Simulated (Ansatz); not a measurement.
Predict the output of the script below (the Ansatz DFT code, driven from Python).

`cscah3.py`
```python
# -*- coding: utf-8 -*-
"""Effective masses of CsCaH3 by finite differences."""

import ansatz
import numpy as np


def main():
    lattice = ansatz.Lattice.of(
        (4.621186, 0.0, 0.0),
        (0.0, 4.621186, 0.0),
        (0.0, 0.0, 4.621186),
    )
    sites = [
        ("Cs", (0.0, 0.0, 0.0)),
        ("Ca", (0.5, 0.5, 0.5)),
        ("H", (0.5, 0.0, 0.5)),
        ("H", (0.0, 0.5, 0.5)),
        ("H", (0.5, 0.5, 0.0)),
    ]
    cell = ansatz.Crystal(lattice=lattice)
    for symbol, position in sites:
        cell = cell.atom(symbol, position)

    calculation = cell.calculation().functional("r2scan").basis(550).kpoints(spacing=0.36).occupations("fixed")
    # find the band extrema among the mesh points first
    out = calculation.band_table().run()
    data = out.report
    levels = np.array(data["eigenvalues_ev"])
    filled = round(data["n_electrons"] / 2)
    edges = {"top filled band": (filled - 1, levels[:, filled - 1].argmax()), "lowest empty band": (filled, levels[:, filled].argmin())}
    gap = levels[:, filled].min() - levels[:, filled - 1].max()
    print(f"gap on the mesh {gap:.3f} eV")
    if gap <= 0.05:
        print("no gap: band-edge masses have no meaning here")
        edges = {}
    reciprocal = 2 * np.pi * np.linalg.inv(out.lattice.cell_ang).T
    step = 0.04  # 1/A

    # second differences give the curvature tensor; masses are hbar^2/m_e = 7.61996 eV A^2 over its eigenvalues
    # a slope that is not zero means that the extremum lies off this mesh point
    pairs = [(0, 1), (0, 2), (1, 2)]
    moves = [sign * axis for axis in np.eye(3) for sign in (-1, 1)]
    moves += [s1 * np.eye(3)[i] + s2 * np.eye(3)[j] for i, j in pairs for s1 in (1, -1) for s2 in (1, -1)]
    for name, (band, index) in edges.items():
        together = int(np.sum(np.abs(levels[index] - levels[index, band]) < 2e-3))
        print(name, "at k =", np.round(data["kpoints_frac"][index], 4), f"E = {levels[index, band]:.4f} eV, degeneracy {together}")
        centre = np.array(data["kpoints_frac"][index]) @ reciprocal
        points = [centre] + [centre + step * move for move in moves]
        table = calculation.band_structure(points, intervals=1, cartesian=True).run().band_structure().channels[0].eigenvalues_ev
        if together > 1:
            level = np.flatnonzero(np.abs(levels[index] - levels[index, band]) < 2e-3)
            along = (table[1, level] + table[2, level] - 2 * table[0, level]) / step ** 2
            print("  degenerate level, no single mass tensor; masses of its branches along x:", np.round(7.61996 / along, 3), "m_e")
            continue
        e = table[:, band]
        hessian = np.diag((e[1:7:2] + e[2:7:2] - 2 * e[0]) / step ** 2)
        for (i, j), (pp, pm, mp, mm) in zip(pairs, e[7:].reshape(3, 4)):
            hessian[i, j] = hessian[j, i] = (pp - pm - mp + mm) / (4 * step ** 2)
        curvatures, axes = np.linalg.eigh(hessian)
        slope = (e[2:7:2] - e[1:7:2]) / (2 * step)
        print("  slope (eV A):", np.round(slope, 3) + 0.0, "" if np.abs(slope).max() < 0.05 else "- no extremum here, so these are local curvatures and no band-edge masses")
        for curvature, axis in zip(curvatures, axes.T):
            print(f"  principal mass {7.61996 / curvature:8.3f} m_e along", np.round(axis, 2) + 0.0)


if __name__ == "__main__":
    main()
```

Running `python cscah3.py` prints:
```text
gap on the mesh 3.654 eV
top filled band at k = [ 0.  -0.5 -0.5] E = 2.6645 eV, degeneracy 2
  degenerate level, no single mass tensor; masses of its branches along x: [-1.162 -1.162] m_e
lowest empty band at k = [ 0.  -0.5 -0.5] E = 6.3189 eV, degeneracy 1
  slope (eV A): [0. 0. 0.]
  principal mass    0.477 m_e along [1. 0. 0.]
  principal mass    0.470 m_e along [0.  0.6 0.8]
  principal mass    0.470 m_e along [ 0.  -0.8  0.6]
```

Semilocal gaps usually lie well under measured ones. The computed bands are complete only to about 5.8 eV above the Fermi level. The structure comes from a database of computed cells and needn't be a stable or known phase. Levels are Kohn-Sham eigenvalues on this mesh, without spin-orbit coupling. The masses are finite-difference curvatures at extrema found on a coarse mesh, which needn't be the true band edges; a step that is long against the gap makes them too heavy. Negative values are curvatures of valence bands (the hole mass is their size). Spin-orbit coupling is left out, and light masses scale with the Kohn-Sham gap. It ran for 12 s on 1 thread of Arm Neoverse V2 (shared host), peak memory 0.55 GiB.

(A comment or docstring line of the script was reworded after the run, the code is as it ran; lines on the test bed's own set-up are left out of the output.)
